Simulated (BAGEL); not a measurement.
**C2H3AlFN (SMILES [CH3][Al]([F])[C]#N): HF/6-31G(d) (density fitting with qzvpp-jkfit, spherical functions)**

What is the energy change on altering one bond length of C2H3AlFN at HF/6-31G* (density fitting with qzvpp-jkfit, spherical functions)? 

The results are computed with BAGEL 1.2.2.

6 further runs of the same task are left out: 5 that didn't finish, 1 set aside as unsound or not needed.

### Step 1. The system as given

C2H3AlFN has 8 atoms, charge 0, and is taken as a singlet. SMILES: `[CH3][Al]([F])[C]#N`. The shape is that of a PBE0-D4/def2-TZVP optimisation.

Bond lengths: C1–Al2 1.922 Å, Al2–F3 1.642 Å, Al2–C4 1.932 Å, C4–N5 1.154 Å, C1–H6 1.094 Å, C1–H7 1.094 Å, C1–H8 1.092 Å. Angles: C1–Al2–F3 122.9°, C1–Al2–C4 123.0°, F3–Al2–C4 114.1°, Al2–C4–N5 177.1°, Al2–C1–H6 110.8°, Al2–C1–H7 110.8°, Al2–C1–H8 111.7°, H6–C1–H7 106.8°, H6–C1–H8 108.2°, H7–C1–H8 108.2°.

### Step 2. A single-point energy at HF/6-31G(d) (density fitting with qzvpp-jkfit, spherical functions)

Contents of input.json:

```json
{ "bagel": [

{
  "title": "molecule",
  "basis": "6-31gs.json",
  "df_basis": "qzvpp-jkfit",
  "angstrom": true,
  "geometry": [
    { "atom": "C", "xyz": [   -0.796200,   -0.780200,    0.685800 ] },
    { "atom": "Al", "xyz": [    0.733700,    0.022200,   -0.157100 ] },
    { "atom": "F", "xyz": [    2.249400,   -0.595500,   -0.030200 ] },
    { "atom": "C", "xyz": [    0.623900,    1.626000,   -1.228300 ] },
    { "atom": "N", "xyz": [    0.500000,    2.584900,   -1.857400 ] },
    { "atom": "H", "xyz": [   -0.942000,   -1.805200,    0.332600 ] },
    { "atom": "H", "xyz": [   -0.659200,   -0.835500,    1.769600 ] },
    { "atom": "H", "xyz": [   -1.709600,   -0.216500,    0.485000 ] }
  ]
},
{ "title": "hf" },
{ "title": "print", "file": "orbitals.molden", "orbitals": true }

]}
```

The basis set 6-31G* is read from a file made from the Basis Set Exchange's data (not shown).

On the command line:

```sh
BAGEL_NUM_THREADS=1 BAGEL input.json > input.out
```

The log of the run:

```text
* using 1 threads per process

  ===============================================================
  ===============================================================

  *** Geometry ***

  { "atom" : "C", "xyz" : [     -1.504600,     -1.474364,      1.295974 ] },
  { "atom" : "Al", "xyz" : [      1.386492,      0.041952,     -0.296876 ] },
  { "atom" : "F", "xyz" : [      4.250750,     -1.125332,     -0.057070 ] },
  { "atom" : "C", "xyz" : [      1.179000,      3.072695,     -2.321151 ] },
  { "atom" : "N", "xyz" : [      0.944863,      4.884753,     -3.509977 ] },
  { "atom" : "H", "xyz" : [     -1.780122,     -3.411334,      0.628523 ] },
  { "atom" : "H", "xyz" : [     -1.245707,     -1.578866,      3.344059 ] },
  { "atom" : "H", "xyz" : [     -3.230676,     -0.409126,      0.916517 ] },

  Number of auxiliary basis functions:      486

  Since a DF basis is specified, we compute 2- and 3-index integrals:
    o Being stored without compression. Storage requirement is 0.025 GB

  Number of basis functions:       80
  Number of electrons      :       44

    * METHOD: MOLECULE                             0.22

  *** RHF ***

  === Nuclear Repulsion ===
   179.4633632610

      * DIIS with orbital gradients will be used.

  === RHF iteration (6-31gs.json) ===
      0       -473.08436793          0.02408580           0.07
      1       -473.22855565          0.01892177           0.07
      2       -473.36842159          0.00237027           0.07
      3       -473.37111208          0.00113247           0.07
      4       -473.37174840          0.00019287           0.07
      5       -473.37177503          0.00007195           0.07
      6       -473.37177994          0.00003184           0.07
      7       -473.37178139          0.00001353           0.07
      8       -473.37178170          0.00000748           0.07
      9       -473.37178181          0.00000403           0.07
     10       -473.37178183          0.00000228           0.07
     11       -473.37178183          0.00000042           0.07
     12       -473.37178183          0.00000019           0.07
     13       -473.37178183          0.00000006           0.07
     14       -473.37178183          0.00000002           0.07
     15       -473.37178183          0.00000001           0.07
     16       -473.37178183          0.00000001           0.07
    * SCF iteration converged.

    * Permanent dipole moment:
           (    0.652870,     1.044510,    -0.837990) a.u.

    * METHOD: HF                                   1.31

    * METHOD: PRINT                                0.01

  ===============================================================
```

It took 1.7 s on 1 thread of Arm Neoverse V2, shared host; peak memory 0.11 GiB.

### Step 3. The distorted shape at the same level

Contents of hf.json:

```json
{ "bagel" : [

{
  "title" : "molecule",
  "basis" : "6-31gs.json",
  "df_basis" : "qzvpp-jkfit",
  "angstrom" : true,
  "geometry" : [
    { "atom" : "C", "xyz" : [      -0.779731,      -1.020749,       0.846466 ] },
    { "atom" : "Al", "xyz" : [       0.750169,      -0.218349,       0.003566 ] },
    { "atom" : "F", "xyz" : [       2.265869,      -0.836049,       0.130466 ] },
    { "atom" : "C", "xyz" : [       0.623900,       1.626000,      -1.228300 ] },
    { "atom" : "N", "xyz" : [       0.500000,       2.584900,      -1.857400 ] },
    { "atom" : "H", "xyz" : [      -0.925531,      -2.045749,       0.493266 ] },
    { "atom" : "H", "xyz" : [      -0.642731,      -1.076049,       1.930266 ] },
    { "atom" : "H", "xyz" : [      -1.693131,      -0.457049,       0.645666 ] }
  ]
},

{
  "title" : "hf"
},

{
  "title" : "print",
  "file" : "orbitals.molden",
  "orbitals" : true
}

]}
```

The basis set 6-31G* is read from a file made from the Basis Set Exchange's data (not shown).

On the command line:

```sh
BAGEL_NUM_THREADS=1 BAGEL hf.json > hf.out
```

The log of the run:

```text
* using 1 threads per process

  ===============================================================
  ===============================================================

  *** Geometry ***

  { "atom" : "C", "xyz" : [     -1.473478,     -1.928936,      1.599589 ] },
  { "atom" : "Al", "xyz" : [      1.417614,     -0.412620,      0.006739 ] },
  { "atom" : "F", "xyz" : [      4.281872,     -1.579904,      0.246545 ] },
  { "atom" : "C", "xyz" : [      1.179000,      3.072695,     -2.321151 ] },
  { "atom" : "N", "xyz" : [      0.944863,      4.884753,     -3.509977 ] },
  { "atom" : "H", "xyz" : [     -1.749000,     -3.865905,      0.932138 ] },
  { "atom" : "H", "xyz" : [     -1.214586,     -2.033438,      3.647674 ] },
  { "atom" : "H", "xyz" : [     -3.199554,     -0.863697,      1.220132 ] },

  Number of auxiliary basis functions:      486

  Since a DF basis is specified, we compute 2- and 3-index integrals:
    o Being stored without compression. Storage requirement is 0.025 GB

  Number of basis functions:       80
  Number of electrons      :       44

    * METHOD: MOLECULE                             0.23

  *** RHF ***

  === Nuclear Repulsion ===
   173.1291897298

      * DIIS with orbital gradients will be used.

  === RHF iteration (6-31gs.json) ===
      0       -473.04618518          0.02475236           0.07
      1       -473.19531660          0.01973018           0.07
      2       -473.35104603          0.00244136           0.07
      3       -473.35416292          0.00116044           0.07
      4       -473.35487573          0.00020346           0.07
      5       -473.35490695          0.00006992           0.07
      6       -473.35491158          0.00002594           0.07
      7       -473.35491239          0.00000789           0.07
      8       -473.35491247          0.00000442           0.07
      9       -473.35491250          0.00000269           0.07
     10       -473.35491251          0.00000170           0.07
     11       -473.35491252          0.00000042           0.07
     12       -473.35491252          0.00000015           0.07
     13       -473.35491252          0.00000006           0.07
     14       -473.35491252          0.00000002           0.07
     15       -473.35491252          0.00000001           0.07
    * SCF iteration converged.

    * Permanent dipole moment:
           (    0.671125,     1.509080,    -1.157975) a.u.

    * METHOD: HF                                   1.26

    * METHOD: PRINT                                0.01

  ===============================================================
```

Wall time 1.7 s (1 thread of Arm Neoverse V2, shared host); peak memory 0.11 GiB.

### Step 4. What came out

At HF/6-31G* (density fitting with qzvpp-jkfit, spherical functions):

| quantity | value |
| --- | --- |
| first shape: total energy | -473.37178 Eh |
| first shape: dipole moment | 3.79 D |
| first shape: HOMO energy | -12.61 eV |
| first shape: LUMO energy | 1.25 eV |
| first shape: HOMO–LUMO gap | 13.87 eV |
| distorted shape: total energy | -473.35491 Eh |
| distorted shape: dipole moment | 5.13 D |
| distorted shape: HOMO energy | -12.30 eV |
| distorted shape: LUMO energy | 1.12 eV |
| distorted shape: HOMO–LUMO gap | 13.42 eV |
| energy change with the Al2–C4 bond stretched from 1.932 to 2.221 Å | 0.459 eV |

What this shows: With the Al2–C4 bond stretched from 1.932 to 2.221 Å the energy rises by 0.46 eV (44.3 kJ/mol). The first shape isn't relaxed at this level, so the change isn't measured from a minimum.
